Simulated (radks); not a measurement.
**Valence configurations of Mn**

One table from this session's results is given with a row withheld; the runs are named, their logs left out.

Program: radks (a radial shooting solver on a logarithmic mesh, Libxc functionals) version 1. Level of theory: Dirac Kohn-Sham, PBE, spin-unpolarised, spherical densities, finite nucleus; open shells fill j = l - 1/2 first. These are calculated values, not measurements, unless marked.

**What is computed**

| Item | Value |
| --- | --- |
| element | manganese (Z = 25) |
| charge | 0 |
| electrons | 25 |
| configuration | [Ar] 3d5 4s2 |
| nuclear rms radius | 3.7057 fm |
| others tried | 3d6 4s1; 3d5 4s1 4p1; 3d4.5 4s1 4p1.5; 3d3.5 4s2 4p1.5; 3d5.5 4s1 4p0.5; 3d4 4s2 4p1; 3d7; 3d5.5 4s1.5; 3d6 4p1 |

The first run:

Input:

```text
Z 25
configuration [Ar] 3d5 4s2
relativity Dirac
functional pbe,pbe
spin unpolarised
j_filling energy
nucleus finite rms 3.7057 fm
c 137.035999084
```

Among the steps run: [Ar] 3d5 4s2.

One of the session's tables, all rows but one given; the rest of the session is left out.

It belongs to the step «[Ar] 3d5 4s2». Radial moments (bohr):

| level | <r> | outermost maximum (interpolated) | 90 % within | nodes |
| --- | --- | --- | --- | --- |
| 2p1/2 | 0.2451 | 0.187 | 0.402 | 0 |
| 2p3/2 | 0.2480 | 0.189 | 0.407 | 0 |
| 3s1/2 | 0.8515 | 0.736 | 1.28 | 2 |
| 3p1/2 | 0.8983 | 0.747 | 1.39 | 1 |
| 3p3/2 | 0.9074 | 0.754 | 1.40 | 1 |
| 3d3/2 | 1.221 | 0.761 | 2.16 | 0 |
| 3d5/2 | 1.228 | 0.763 | 2.18 | 0 |
| 4s1/2 | ? | ? | ? | ? |

**Question.** Estimate the row for 4s1/2.

**Answer.** <r>: 3.095; outermost maximum (interpolated): 2.51; 90 % within: 4.73; nodes: 3. In the column «<r>» it is the highest.
